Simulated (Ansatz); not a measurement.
# ZrTi5N6: the cost of one run

Computed with Ansatz 0.2.0 (DFT PBE, scalar-relativistic, plane waves, PAW, unless a step's input says otherwise).

## 1. The structure to begin with

The structure is tetragonal, space group P4/mmm (No. 123). Conventional cell: a = 3.282 Å, b = 3.282 Å, c = 13.923 Å, α = 90.00°, β = 90.00°, γ = 90.00°. Zr (site symmetry 4/mmm) has 6 N at 2.32 Å as nearest neighbours. Around Ti (site symmetry 4mm) lie 6 N at 2.32 Å. Ti (site symmetry 4/mmm) has 6 N at 2.32 Å as nearest neighbours. N (site symmetry 4mm) has 6 Ti at 2.32 Å as nearest neighbours. N (site symmetry 4mm) has 5 Ti at 2.32 Å and 1 Zr at 2.32 Å as nearest neighbours. N (site symmetry 4/mmm) has 4 Zr at 2.32 Å and 2 Ti at 2.32 Å as nearest neighbours. Around N (site symmetry 4/mmm) lie 6 Ti at 2.32 Å.

Coordinates:

```
Zr Ti N
1.0
     3.28171    0.00000    0.00000
     0.00000    3.28171    0.00000
     0.00000    0.00000   13.92310
Zr Ti N
1 5 6
Direct
  0.50000 0.50000 0.50000
  0.00000 0.00000 0.66667
  0.00000 0.00000 0.33333
  0.50000 0.50000 0.16667
  0.00000 0.00000 0.00000
  0.50000 0.50000 0.83333
  0.00000 0.00000 0.83333
  0.50000 0.50000 0.66667
  0.00000 0.00000 0.50000
  0.50000 0.50000 0.33333
  0.00000 0.00000 0.16667
  0.50000 0.50000 0.00000
```

The start is an ordering of an alloy on its end members' structure types: elements ordered on the sites of the ZrN type, Ti/Zr on Zr (P4/mmm, No. 123).

## 2. A first look at the guess

The input, input.yaml:

```yaml
crystal:
  lattice:
    - [3.28170692, 0.0, 0.0]
    - [0.0, 3.28170692, 0.0]
    - [0.0, 0.0, 13.92310331]
  atoms:
    - { symbol: Zr, position: [0.5, 0.5, 0.5] }
    - { symbol: Ti, position: [0.0, 0.0, 0.66666667], spin: 1.0 }
    - { symbol: Ti, position: [0.0, 0.0, 0.33333333], spin: 1.0 }
    - { symbol: Ti, position: [0.5, 0.5, 0.16666667], spin: 1.0 }
    - { symbol: Ti, position: [0.0, 0.0, 0.0], spin: 1.0 }
    - { symbol: Ti, position: [0.5, 0.5, 0.83333333], spin: 1.0 }
    - { symbol: "N", position: [0.0, 0.0, 0.83333333] }
    - { symbol: "N", position: [0.5, 0.5, 0.66666667] }
    - { symbol: "N", position: [0.0, 0.0, 0.5] }
    - { symbol: "N", position: [0.5, 0.5, 0.33333333] }
    - { symbol: "N", position: [0.0, 0.0, 0.16666667] }
    - { symbol: "N", position: [0.5, 0.5, 0.0] }
basis:
  ecutwfc: 420
kpoints:
  mp_grid: { grid: [6, 6, 2] }
hamiltonian:
  xc: pbe
scf:
  occupations: { method: gaussian, width: 0.1 }
  lower_state_search: "off"
output:
  forces: true
  stress: true
  eigenvalues: true
  populations: true
magnetization:
  spin_polarized: true
```

The run is started by

```sh
> ansatz run input.yaml --threads 1 --pin off --max-ram 2560MiB --backend cpu --events-out ev --progress --plain --runs-dir out
```

Q: Estimate wall time and peak memory on 1 thread of Intel Xeon 6975P-C (Granite Rapids), shared host.

About 33 s, with a peak of 0.68 GiB.
